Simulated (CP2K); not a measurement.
# InH2Cl (SMILES [H][In]([H])[Cl]) at PM6

Aim: the vertical ionisation energy of InH2Cl at PM6, from 2 runs. 

The calculation is run with CP2K 2026.2.

4 further runs of the same task are left out: 4 set aside as unsound or not needed.

## (1) The molecule

InH2Cl has 4 atoms, charge 0, and is taken as a singlet. SMILES: `[H][In]([H])[Cl]`. The shape comes from GFN2-xTB, which is rough for such elements, and wasn't checked as a minimum.

Bond lengths: In1–Cl4 2.278 Å, In1–H2 1.713 Å, In1–H3 1.712 Å. Angles: H2–In1–Cl4 120.3°, H3–In1–Cl4 120.3°, H2–In1–H3 119.4°.

## (2) Energy and forces at PM6

File molecule.pdb:

```
HETATM    1 In   MOL A   1       0.070   0.118   0.000  1.00  0.00          IN
HETATM    2 H    MOL A   1       1.783   0.101   0.011  1.00  0.00           H
HETATM    3 H    MOL A   1      -0.755   1.618  -0.020  1.00  0.00           H
HETATM    4 Cl   MOL A   1      -1.098  -1.838   0.009  1.00  0.00          CL
END
```

File run.inp:

```
&FORCE_EVAL
  METHOD QS
  &DFT
    # Quickstep
    &QS
      METHOD PM6
      EPS_DEFAULT 1.0E-10
      &SE
        &COULOMB
          CUTOFF [angstrom] 50
          RC_RANGE [angstrom] 0
        &END COULOMB
        &EXCHANGE
          CUTOFF [angstrom] 50
          RC_RANGE [angstrom] 0
        &END EXCHANGE
      &END SE
    &END QS
    &POISSON
      PERIODIC NONE
      POISSON_SOLVER ANALYTIC
    &END POISSON
    # self-consistent field
    &SCF
      SCF_GUESS ATOMIC
      EPS_SCF 1.0E-06
      MAX_SCF 150
      ADDED_MOS 2
      &DIAGONALIZATION
        ALGORITHM STANDARD
      &END DIAGONALIZATION
      &MIXING
        METHOD DIRECT_P_MIXING
        ALPHA 0.4
      &END MIXING
    &END SCF
    &PRINT
      &MOMENTS
        PERIODIC F
        REFERENCE COM
        MAX_MOMENT 1
      &END MOMENTS
      &MO ON
        ENERGIES T
        OCCUPATION_NUMBERS T
        NDIGITS 6
        &EACH
          QS_SCF 0
        &END EACH
        ADD_LAST NUMERIC
      &END MO
      &HIRSHFELD OFF
      &END HIRSHFELD
    &END PRINT
  &END DFT
  # atoms, cell and kinds
  &SUBSYS
    # vacuum box
    &CELL
      ABC 14.9 15.5 12
      PERIODIC NONE
    &END CELL
    &TOPOLOGY
      COORD_FILE_NAME molecule.pdb
      COORD_FILE_FORMAT PDB
      CONN_FILE_FORMAT OFF
      &CENTER_COORDINATES
      &END CENTER_COORDINATES
    &END TOPOLOGY
  &END SUBSYS
  &PRINT
    &FORCES ON
    &END FORCES
  &END PRINT
&END FORCE_EVAL

&GLOBAL
  PROJECT_NAME run
  RUN_TYPE ENERGY_FORCE
  PRINT_LEVEL MEDIUM
&END GLOBAL
```

On the command line:

```sh
$ OMP_NUM_THREADS=1 cp2k.psmp -i run.inp > run.out 2>&1
```

Output:

```text
CP2K| version string:                                       CP2K version 2026.2
[...]
 GLOBAL| Method name                                                        CP2K
[...]
 GLOBAL| Run type                                                   ENERGY_FORCE
[...]
                             - Atoms:                                          4
[...]
                             - Spherical basis functions:                     15
[...]
 Number of electrons:                                                         12
[...]
     1 P_Mix/Diag. 0.40E+00    0.0     0.72782608       -10.7625038234 -1.08E+01
[...]
    16 DIIS/Diag.  0.73E-07    0.0     0.00000007       -12.3064391274 -1.24E-12
  *** SCF run converged in    16 steps ***
  Core-core repulsion energy [eV]:                            223.82718979956556
  Core Hamiltonian energy [eV]:                              -526.28954819558794
  Two-electron integral energy [eV]:                          -64.82576121591758
  Electronic energy [eV]:                                    -558.70242880354681
  Total energy [eV]:                                         -334.87523900398116
  Atomic reference energy [eV]:                               336.30070288905580
  Heat of formation [kcal/mol]:                                32.87198070884793
[...]
 SE_DIPOLE| Moment [Debye]         -1.79306367      -3.00315147       0.01246891
 SE_DIPOLE| Derivative [a.u.]       0.00000000       0.00000000       0.00000000
 ENERGY| Total FORCE_EVAL ( QS ) energy [hartree]            -12.306439127435137
 FORCES| Atomic forces [hartree/bohr]
 FORCES|   Atom     x               y               z               |f|
 FORCES|      1 -1.48855866E-02 -2.63156272E-02  1.67436466E-04   3.02344333E-02
 FORCES|      2  7.56422969E-02 -5.88315111E-03  5.52868515E-04   7.58727501E-02
 FORCES|      3 -4.14033565E-02  6.45778913E-02 -8.81713643E-04   7.67158354E-02
 FORCES|      4 -1.93533538E-02 -3.23791130E-02  1.61408661E-04   3.77224776E-02
 FORCES| Sum     1.38777878E-17 -6.93889390E-18 -4.33680869E-19
 FORCES| Total atomic force                                       1.55218981E-17
[...]
```

Wall time 0.22 s (1 thread of Arm Neoverse V2, shared host).

## (3) The doublet cation

molecule.pdb is that of step 2.

File calc.inp:

```
&GLOBAL
   PROJECT calc
   RUN_TYPE ENERGY_FORCE
   PRINT_LEVEL MEDIUM
&END GLOBAL

&FORCE_EVAL
   METHOD QS
   &DFT
      CHARGE 1
      MULTIPLICITY 2
      SPIN_POLARIZED T
      &QS
         METHOD PM6
         EPS_DEFAULT 1.0E-10
         &SE
            &COULOMB
               CUTOFF [angstrom] 50
               RC_RANGE [angstrom] 0
            &END COULOMB
            &EXCHANGE
               CUTOFF [angstrom] 50
               RC_RANGE [angstrom] 0
            &END EXCHANGE
         &END SE
      &END QS
      &POISSON
         PERIODIC NONE
         POISSON_SOLVER ANALYTIC
      &END POISSON
      &SCF
         SCF_GUESS ATOMIC
         EPS_SCF 1.0E-06
         MAX_SCF 150
         ADDED_MOS 4
         &DIAGONALIZATION
            ALGORITHM STANDARD
         &END DIAGONALIZATION
         &MIXING
            METHOD DIRECT_P_MIXING
            ALPHA 0.4
         &END MIXING
      &END SCF
      &PRINT
         &MOMENTS
            PERIODIC F
            REFERENCE COM
            MAX_MOMENT 1
         &END MOMENTS
         &MO ON
            ENERGIES T
            OCCUPATION_NUMBERS T
            NDIGITS 6
            &EACH
               QS_SCF 0
            &END EACH
            ADD_LAST NUMERIC
         &END MO
         &HIRSHFELD OFF
         &END HIRSHFELD
      &END PRINT
   &END DFT
   &SUBSYS
      &CELL
         ABC 14.9 15.5 12
         PERIODIC NONE
      &END CELL
      &TOPOLOGY
         COORD_FILE_NAME molecule.pdb
         COORD_FILE_FORMAT PDB
         CONN_FILE_FORMAT OFF
         &CENTER_COORDINATES
         &END CENTER_COORDINATES
      &END TOPOLOGY
   &END SUBSYS
   &PRINT
      &FORCES ON
      &END FORCES
   &END PRINT
&END FORCE_EVAL
```

On the command line:

```sh
$ OMP_NUM_THREADS=1 cp2k.psmp -i calc.inp -o calc.out
```

Output:

```text
CP2K| version string:                                       CP2K version 2026.2
[...]
 GLOBAL| Method name                                                        CP2K
[...]
 GLOBAL| Run type                                                   ENERGY_FORCE
[...]
                             - Atoms:                                          4
[...]
                             - Spherical basis functions:                     15
[...]
 Number of electrons:                                                          6
[...]
     1 P_Mix/Diag. 0.40E+00    0.0     0.33940681       -11.4587042259 -1.15E+01
[...]
    47 DIIS/Diag.  0.26E-06    0.0     0.00000089       -11.9166942350 -5.55E-12
  *** SCF run converged in    47 steps ***
  Core-core repulsion energy [eV]:                            223.82718979956556
  Core Hamiltonian energy [eV]:                              -480.57043076940272
  Two-electron integral energy [eV]:                         -135.05300031854816
  Electronic energy [eV]:                                    -548.09693092867690
  Total energy [eV]:                                         -324.26974112911125
  Atomic reference energy [eV]:                               336.30070288905580
  Heat of formation [kcal/mol]:                               277.44059111051513
[...]
 SE_DIPOLE| Moment [Debye]          0.91343265       1.53360523      -0.00780709
 SE_DIPOLE| Derivative [a.u.]       0.00000000       0.00000000       0.00000000
 ENERGY| Total FORCE_EVAL ( QS ) energy [hartree]            -11.916694234975871
 FORCES| Atomic forces [hartree/bohr]
 FORCES|   Atom     x               y               z               |f|
 FORCES|      1 -7.21628782E-03 -1.33725496E-02  1.32826400E-04   1.51959710E-02
 FORCES|      2  8.42989893E-02 -8.42673270E-03  6.25556110E-04   8.47214302E-02
 FORCES|      3 -4.77118210E-02  7.09771648E-02 -9.91782310E-04   8.55287053E-02
 FORCES|      4 -2.93708804E-02 -4.91778825E-02  2.33399800E-04   5.72814736E-02
 FORCES| Sum    -3.46944695E-17  2.28983499E-16 -1.62630326E-18
 FORCES| Total atomic force                                       2.31602664E-16
[...]
```

Wall time 0.28 s (1 thread of Arm Neoverse V2, shared host).

## (4) What came out

Level: PM6.

```
                                                 quantity           value
                             singlet InH2Cl: total energy    -12.30644 Eh
                            singlet InH2Cl: dipole moment          3.50 D
                              singlet InH2Cl: HOMO energy       -10.81 eV
                              singlet InH2Cl: LUMO energy         0.47 eV
                            singlet InH2Cl: HOMO–LUMO gap        11.27 eV
singlet InH2Cl: heat of formation at this unrelaxed shape   32.9 kcal/mol
                 singlet InH2Cl: largest force on an atom      3.945 eV/Å
                             doublet cation: total energy    -11.91669 Eh
       doublet cation: HOMO energy (highest over α and β)       -17.68 eV
        doublet cation: LUMO energy (lowest over α and β)       -10.36 eV
doublet cation: heat of formation at this unrelaxed shape  277.4 kcal/mol
                 doublet cation: largest force on an atom      4.398 eV/Å
       vertical ionisation energy (to the doublet cation)       10.605 eV
```

The vertical ionisation energy comes to 10.61 eV (245 kcal/mol). The largest force (singlet InH2Cl) is 3.94 eV/Å: the shape isn't a stationary point for this species at this level.
